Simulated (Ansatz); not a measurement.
# AlGa₂H (triplet): wave-function methods side by side at distance Al2–H4 = 1.846 Å, cc-pVDZ

The task here is to estimate one member of a computed series from the others.

Computed with Ansatz 0.2.0, Gaussian basis. Level: cc-pVDZ, core rule «outside noble gas», up to 33 orbitals frozen.

To be run: UHF; CCSD(T) on ROHF; CCSD(T) on UHF; BCCD(T) on ROHF; CISD; CCSDT(Q) on ROHF; CCSDT(Q) on UHF; CASSCF and MRCISD+Q, 4 electrons in 4 orbitals; CASSCF and NEVPT2, 4 electrons in 4 orbitals.

35 further runs of the same task are left out: 4 for a mislabelled method, 3 for a known fault of the program, 20 that didn't finish, 8 set aside as unsound or not needed.

## The geometry

The geometry derives from a PBE0/def2-TZVP stationary point (not a proven minimum). One bond is set to the value named and the two fragments are kept rigid. No spin-orbit coupling is included. The filled d shell of Ga may be among the frozen orbitals whatever the setting's name suggests; the logs give the count.

4 atoms, charge 0, spin multiplicity 3.

Atoms are counted from 1 here; the program's logs count them from 0.

Bond lengths: Ga1–Al2 2.555 Å, Al2–Ga3 2.555 Å, Al2–H4 1.846 Å. Angles: Ga1–Al2–Ga3 72.4°, Ga1–Al2–H4 52.9°, Ga3–Al2–H4 52.9°.

Set-up of the first run:

Input file in.yaml:

```yaml
crystal:
  periodic: [false, false, false]
  atoms:
    - {symbol: Ga, position_ang: [-0.004403, 0.336351, 1.508986]}
    - {symbol: Al, position_ang: [-0.022649, -1.725034, 0.000000]}
    - {symbol: Ga, position_ang: [-0.004403, 0.336351, -1.508986]}
    - {symbol: H, position_ang: [1.215461, -0.355847, 0.000000]}
basis:
  gaussian: {orbitals: cc-pVDZ}
magnetization: {spin_polarized: true, initial_magnetization: 2}
hamiltonian: {xc: hf}
output: {orbitals: {seedname: orbitals}}
```

Run with:

```sh
ansatz run in.yaml --threads 1 --pin off --events-out ev --progress --plain --max-ram 2393MiB
```

Among the steps run: UHF; CCSD(T) on ROHF; CCSD(T) on UHF; BCCD(T) on ROHF; CISD; CCSDT(Q) on ROHF; CCSDT(Q) on UHF; CASSCF and MRCISD+Q, 4 electrons in 4 orbitals; CASSCF and NEVPT2, 4 electrons in 4 orbitals.

One table of the session follows, with a row left open; its other results are not shown here.

| method | from UCCSDT(Q) (meV) |
| --- | --- |
| ROHF | +5872.4 |
| UHF | +5619.3 |
| RMP2 | +1294.8 |
| UMP2 | +1408.3 |
| RCCSD | +391.0 |
| UCCSD | ? |
| RCCSD(T) | +82.1 |
| UCCSD(T) | +81.2 |
| BCCD(T) | +80.8 |
| RCCSDT | +33.0 |
| UCCSDT | +26.0 |
| RCCSDT(Q) | +6.7 |
| UCCSDT(Q) | 0 |
| CASSCF pair | +5486.4 |
| NEVPT2 pair | +1271.3 |
| MRCISD pair | +882.8 |
| MRCISD+Q pair | +162.2 |

Estimate the missing values for UCCSD.

As computed: from UCCSDT(Q) (meV): +373.7. In the column «from UCCSDT(Q) (meV)» it lies between MRCISD+Q pair (+162.2) and RCCSD (+391.0).

Not comparable, so not listed: CISD (they don't share determinant, frozen orbitals or solution with the rows shown, or repeat one).

To keep in mind: Restricted and unrestricted rows rest on different reference determinants; where their highest levels disagree by more than a few hundredths of an eV, they describe different states and don't form one ladder.
